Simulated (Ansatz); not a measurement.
# BaCa3F8: the band gap up the ladder of functionals

An exercise on one series of results from a longer session: the logs are not shown, and one member is left open.

The runs shown are made with Ansatz 0.2.0. PAW datasets, plane waves. Note: simulated data, non-magnetic, for a generated structure that need not be the stable one.

## The structure to begin with

The cell was relaxed beforehand with r2SCAN.

The symmetry is Cmmm (No. 65, orthorhombic); a = 7.956 Å, b = 11.379 Å, c = 3.961 Å in the conventional setting, 14.94 Å³ an atom. Near Ca stand 8 F at 2.32–2.48 Å; near F stand 3 Ca at 2.39–2.40 Å and 1 Ba at 2.60 Å and 3 F at 2.71–2.72 Å; near Ba stand 8 F at 2.58–2.60 Å; near F stand 4 Ca at 2.40–2.48 Å and 6 F at 2.68–2.73 Å; near F stand 2 Ca at 2.32 Å and 2 Ba at 2.58 Å.

As a file:

```cif
data_structure
_symmetry_space_group_name_H-M 'Cmmm'
_symmetry_Int_Tables_number 65
_cell_length_a 7.9565
_cell_length_b 11.3790
_cell_length_c 3.9608
_cell_angle_alpha 90.000
_cell_angle_beta 90.000
_cell_angle_gamma 90.000
_cell_volume 358.60
loop_
_atom_site_label
_atom_site_type_symbol
_atom_site_symmetry_multiplicity
_atom_site_Wyckoff_symbol
_atom_site_fract_x
_atom_site_fract_y
_atom_site_fract_z
_atom_site_occupancy
Ca1 Ca 4 e 0.25000 0.25000 0.00000 1
F1 F 8 q 0.23330 0.86833 0.50000 1
Ba1 Ba 2 c 0.50000 0.00000 0.50000 1
F2 F 4 i 0.50000 0.61979 0.00000 1
F3 F 4 i 0.50000 0.85492 0.00000 1
Ca2 Ca 2 d 0.00000 0.00000 0.50000 1
```

The first run:

input.yaml

```yaml
crystal:
  lattice:
    - [3.978234442, -5.6895126631, 0.0]
    - [3.978234442, 5.6895126631, 0.0]
    - [0.0, 0.0, 3.960848191]
  atoms:
    - { symbol: Ca, position: [0.0, 0.5, 0.0] }
    - { symbol: F, position: [0.3649697636, 0.1016368077, 0.5] }
    - { symbol: F, position: [0.1016368077, 0.3649697636, 0.5] }
    - { symbol: Ba, position: [0.5, 0.5, 0.5] }
    - { symbol: F, position: [0.8802126553, 0.1197873447, 0.0] }
    - { symbol: F, position: [0.6450838836, 0.3549161164, 0.0] }
    - { symbol: Ca, position: [0.0, 0.0, 0.5] }
    - { symbol: F, position: [0.3549161164, 0.6450838836, 0.0] }
    - { symbol: F, position: [0.1197873447, 0.8802126553, 0.0] }
    - { symbol: Ca, position: [0.5, 0.0, 0.0] }
    - { symbol: F, position: [0.8983631923, 0.6350302364, 0.5] }
    - { symbol: F, position: [0.6350302364, 0.8983631923, 0.5] }
kpoints:
  mp_grid: { grid: [4, 4, 6] }
  band_path:
    path:
      - [[0.0, 0.0, 0.0], [-0.5, 0.5, -9.411480433443e-19], [-0.3722279753691, 0.6277720246309, -9.411480433443e-19]]
      - [[0.3722279753691, 0.3722279753691, -2.854214262222e-35], [0.0, 0.0, 0.0], [-1.941812346061e-34, 1.941812346061e-34, 0.5], [0.3722279753691, 0.3722279753691, 0.5]]
      - [[-0.3722279753691, 0.6277720246309, 0.5], [-0.5, 0.5, 0.5], [-0.5, 0.5, -9.411480433443e-19]]
      - [[0.0, 0.0, 0.0], [-2.615837748831e-17, 0.5, -4.705740216722e-19], [-2.518935274133e-17, 0.5, 0.5], [-1.941812346061e-34, 1.941812346061e-34, 0.5], [-0.5, 0.5, 0.5]]
    npoints: 10
hamiltonian:
  xc: pbe
scf:
  occupations: { method: fermi_dirac, width: 0.02 }
  n_extra_bands: 7
output:
  forces: true
  stress: true
  eigenvalues: true
```

Among the steps run: PBE band path; r2SCAN at the same geometry; HSE06 at the same geometry; PBE+SOC; PBE0 at the same geometry.

One of the session's tables, all rows but one given; the rest of the session is left out.

```
  level  gap (eV)
    PBE      6.62
 r2SCAN         ?
  HSE06      8.63
PBE+SOC      6.62
   PBE0      9.40
```

Q: Estimate the row for r2SCAN from the others.

**Answer.** gap (eV): 7.19. In the column «gap (eV)» it lies between PBE+SOC (6.62) and HSE06 (8.63).

Meshes: PBE 4×4×6, r2SCAN 4×4×6, HSE06 2×2×4, PBE+SOC 4×4×6, PBE0 2×2×4

PBE reaches 77 % of the HSE06 value, and r2SCAN 83 %. PBE0 lies 0.77 eV above HSE06, which differs from it by screening the long-range exchange.

Limits of these values: Warnings in the runs' records: stress scf threshold loose, stress exchange threshold loose.
